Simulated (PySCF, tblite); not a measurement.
# C₆H₃N+ (doublet): geometry, infrared bands and EPR parameters

Wanted: the infrared bands and EPR parameters of C₆H₃N+ (doublet) (`[CH+]=[C]C#CCC#N`), by calculation.

Computed with tblite 0.8.0 and PySCF 2.14.0, with density-fitted response routines of our own, on a single molecule in the gas phase. Atoms count from 0, in the outputs and in this text.

**1. The molecule as given**

10 atoms, charge 1, multiplicity 2; geometry from: force field or distance geometry start.

Bonds of the start (Å): C0–C1 1.32, C1–C2 1.43, C2–C3 1.22, C3–C4 1.48, C4–C5 1.46, C5–N6 1.17, C0–H7 1.07, C4–H8 1.12, C4–H9 1.12.

**2. Relaxing the molecule with GFN2-xTB**

Job settings and geometry (Å):

```
{"job": {"kind": "relax", "xc": "GFN2-xTB", "basis": "xTB"}, "charge": 1, "multiplicity": 2}
C      2.955500     0.586100    -1.637000
C      1.769400     1.156700    -1.601700
C      0.752600     0.500900    -0.844200
C     -0.148200    -0.022800    -0.217500
C     -1.206600    -0.671600     0.587700
C     -2.354600     0.206400     0.774700
N     -3.270400     0.907300     0.950700
H      3.754700    -0.108400    -1.466300
H     -0.727100    -0.955900     1.553500
H     -1.516400    -1.594000     0.024800
```

The run is started by

```sh
$ OMP_NUM_THREADS=1 python probes_run.py task.json out
```

One launch serves the whole session: the jobs run in the order shown.

**Question.** This job is followed by: GFN2-xTB harmonic vibrations, gas phase; UKS B3LYP, pcH-1 on C H N, non-relativistic, mean-field spin-orbit, GIAO. Predict these results of the whole session: strongest single infrared mode (GFN2-xTB); zero-point energy (GFN2-xTB); g(iso) (B3LYP); ⟨S²⟩; largest a(iso) (averaged by class); property runs in this session.

As calculated:

| quantity | value |
| --- | --- |
| strongest single infrared mode (GFN2-xTB) | 2088 cm⁻¹, 297 km/mol |
| zero-point energy (GFN2-xTB) | 38.4 kcal/mol |
| g(iso) (B3LYP) | 2.01296 |
| ⟨S²⟩ | 0.761 (exact 0.75) |
| largest a(iso) (averaged by class) | 1H on H8, H9, 95.0 MHz |
| property runs in this session | 1, of which 0 failed and 1 gave unsound results |

What this shows: Relaxing lowered the energy by 1.901 eV in 74 steps; the close pair that moved most is C0–C1, from 1.317 to 1.222 Å. All 24 modes are real, so the xTB geometry is a minimum. The strongest single mode, at 2088 cm⁻¹, is spread over several atoms, C1, C0, C3 among them. Unscaled tight-binding wavenumbers are off by several per cent, some by more. Its intensities can rank the bands wrongly. The largest spin populations lie on C0 (0.43 e), C3 (0.34 e). The isotropic g lies 10.6 ppt above the free-electron value. These values are not to be trusted: the run shows nearly degenerate orbitals, where second-order g theory doesn't apply. The conformer search found further structures of the same energy, which may be mirror or relabelled copies of this one.
